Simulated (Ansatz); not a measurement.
# Ti3Al: the cost of one run

Computed with Ansatz 0.2.0 (DFT LDA, scalar-relativistic, plane waves, PAW, unless a step's input says otherwise).

4 further runs of the same task are left out: 4 set aside as unsound or not needed.

## Step 1: Starting point

The structure is hexagonal, space group P-6m2 (No. 187). The conventional cell has a = 3.023 Å, b = 3.023 Å, c = 9.565 Å, α = 90.00°, β = 90.00°, γ = 120.00°. Around Ti (site symmetry -6m2) lie 12 Ti at 2.95 to 3.02 Å. Ti (site symmetry 3m) has 9 Ti at 2.95 to 3.02 Å and 3 Al at 2.97 Å as nearest neighbours. Al (site symmetry -6m2) has 6 Ti at 2.97 Å and 6 Al at 3.02 Å as nearest neighbours.

Structure file:

```cif
data_structure
_symmetry_space_group_name_H-M 'P-6m2'
_symmetry_Int_Tables_number 187
_cell_length_a 3.0232
_cell_length_b 3.0232
_cell_length_c 9.5647
_cell_angle_alpha 90.000
_cell_angle_beta 90.000
_cell_angle_gamma 120.000
_cell_volume 75.71
loop_
_atom_site_label
_atom_site_type_symbol
_atom_site_symmetry_multiplicity
_atom_site_Wyckoff_symbol
_atom_site_fract_x
_atom_site_fract_y
_atom_site_fract_z
_atom_site_occupancy
Ti1 Ti 1 e 0.66667 0.33333 0.00000 1
Ti2 Ti 2 h 0.33333 0.66667 0.75152 1
Al1 Al 1 f 0.66667 0.33333 0.50000 1
```

## Step 2: Volume 18.927 Å³ an atom, total moment held at 0.500 muB a cell

The input, input.yaml:

```yaml
crystal:
  lattice:
    - [3.0232148112, 0.0, 0.0]
    - [-1.5116074056, 2.6181808276, 0.0]
    - [0.0, 0.0, 9.5647391095]
  atoms:
    - { symbol: Ti, position: [0.6666666667, 0.3333333333, 0.0], spin: 0.167 }
    - { symbol: Ti, position: [0.3333333333, 0.6666666667, 0.7515223655], spin: 0.167 }
    - { symbol: Ti, position: [0.3333333333, 0.6666666667, 0.2484776345], spin: 0.167 }
    - { symbol: Al, position: [0.6666666667, 0.3333333333, 0.5] }
basis:
  ecutwfc: 520.0
kpoints:
  mp_grid: { grid: [18, 18, 6] }
hamiltonian:
  xc: lda
  pseudopotentials: { kind: paw, azcp: { folder: soft_1 } }
scf:
  occupations: { method: gaussian, width: 0.15 }
  lower_state_search: "off"
output:
  forces: true
  stress: true
  eigenvalues: true
  populations: true
magnetization:
  spin_polarized: true
  initial_magnetization: 0.5
  spin_locking: { lock_magnetization: hard }
```

Command:

```console
$ ansatz run input.yaml --threads 4 --pin off --max-ram 8192MiB --backend cpu --events-out ev --progress --plain --runs-dir out
```

Q: Estimate wall time and peak memory on 4 threads of Arm Neoverse V2, shared host.

About 24 s, with a peak of 0.78 GiB.
